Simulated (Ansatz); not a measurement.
The system is GdO.

```
Gd O
1.0
     0.00000    2.70000    2.70000
     2.70000    0.00000    2.70000
     2.70000    2.70000    0.00000
Gd O
1 1
Direct
  0.00000 0.00000 0.00000
  0.75000 0.75000 0.75000
```

Base run:

| Item | Value |
| --- | --- |
| Program | Ansatz 0.2.0 |
| Functional | PBE |
| Potentials or basis | Ansatz PAW |
| Cutoff | 420 eV |
| Density cutoff | 1680 eV |
| k mesh | 9 × 9 × 9 |
| Occupations | fermi-dirac, width 0.05 eV |
| Spin | collinear spin, ferromagnetic start |
| Starting moments | [7.0, 0.0] μB |
| Hubbard terms | Gd f U = 1 eV |

Its results: band gap on the k mesh none (metal or under the smearing width); pressure -0.6 GPa; net moment 7.73 μB per cell; site moments Gd +6.92; O +0.01 μB.

Problem. The run is repeated on the same cell with these changes: hubbard terms from Gd f U = 1 eV to Gd f U = 6 eV. What comes out?

Solution. Band gap on the k mesh none (metal or under the smearing width); pressure -0.2 GPa; net moment 7.93 μB per cell; site moments Gd +7.02; O +0.02 μB.

Caveats: the magnetic or orbital state may not be the lowest; spin-orbit coupling is left out, which moves the levels of the heavy elements; a cell with one magnetic atom can't hold antiferromagnetic order, which such compounds often take.

Not every run made on this cell is shown here.
